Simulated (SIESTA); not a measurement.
The system is InRu3.

```
In Ru
1.0
     5.62821    0.00000    0.00000
    -2.81410    4.87417    0.00000
     0.00000    0.00000    4.53300
In Ru
2 6
Direct
  0.33333 0.66667 0.75000
  0.66667 0.33333 0.25000
  0.83476 0.16524 0.75000
  0.33048 0.16524 0.75000
  0.83476 0.66952 0.75000
  0.16524 0.83476 0.25000
  0.66952 0.83476 0.25000
  0.16524 0.33048 0.25000
```

The cell comes from a database or a generator and needn't be the stable form of this composition.

| Item | Value |
| --- | --- |
| Program | SIESTA 5.4.2 |
| Task | single point |
| Functional | PBEsol |
| Potentials or basis | PseudoDojo 0.4 standard (PBEsol files) |
| Basis | DZP (energy shift 0.003 Ry; two zetas on semicore shells) |
| Grid cutoff | 800 Ry |
| Energy shift | 0.003 Ry |
| k mesh | 6 × 6 × 6 |
| Occupations | fermi-dirac, width 0.05 eV |
| Spin | no spin polarisation |

On this cell: pressure -7.6 GPa; largest force 0.134 eV/Å; band gap on the k mesh none (metal or under the smearing width).

The same run follows on a disturbed copy (atoms moved at random, drawn with an rms of 0.05 Å):

```
In Ru
1.0
     5.62821    0.00000    0.00000
    -2.81410    4.87417    0.00000
     0.00000    0.00000    4.53300
In Ru
2 6
Cartesian
  -0.0029 3.2667 3.4539
  2.8017 1.6363 1.1117
  4.2002 0.8407 3.4047
  1.3547 0.8055 3.3914
  2.7606 3.3016 3.4151
  -1.3700 4.1020 1.1214
  1.4083 4.0354 1.1312
  -0.0235 1.6191 1.1478
```

Question: What does the disturbed cell give?

Answer: The energy (extrapolated to zero smearing) moves by +7.0 meV/atom; pressure -7.3 GPa; largest force 0.809 eV/Å; band gap on the k mesh none (metal or under the smearing width).

Forces in eV/Å, atoms in the order of the input:
```
In  -0.320 -0.099 -0.736
In   0.132  0.123  0.320
Ru   0.228 -0.049 -0.139
Ru   0.009 -0.117 -0.057
Ru   0.249  0.054 -0.187
Ru  -0.529 -0.012  0.353
Ru   0.259  0.335  0.296
Ru  -0.027 -0.232  0.151
```

Stress tensor (GPa, compression positive):
```
-7.23 -0.33 -0.25
-0.33 -7.50  0.12
-0.25  0.12 -7.07
```

Caveats: the basis of atomic orbitals isn't converged, which shifts pressures, moduli and gaps.
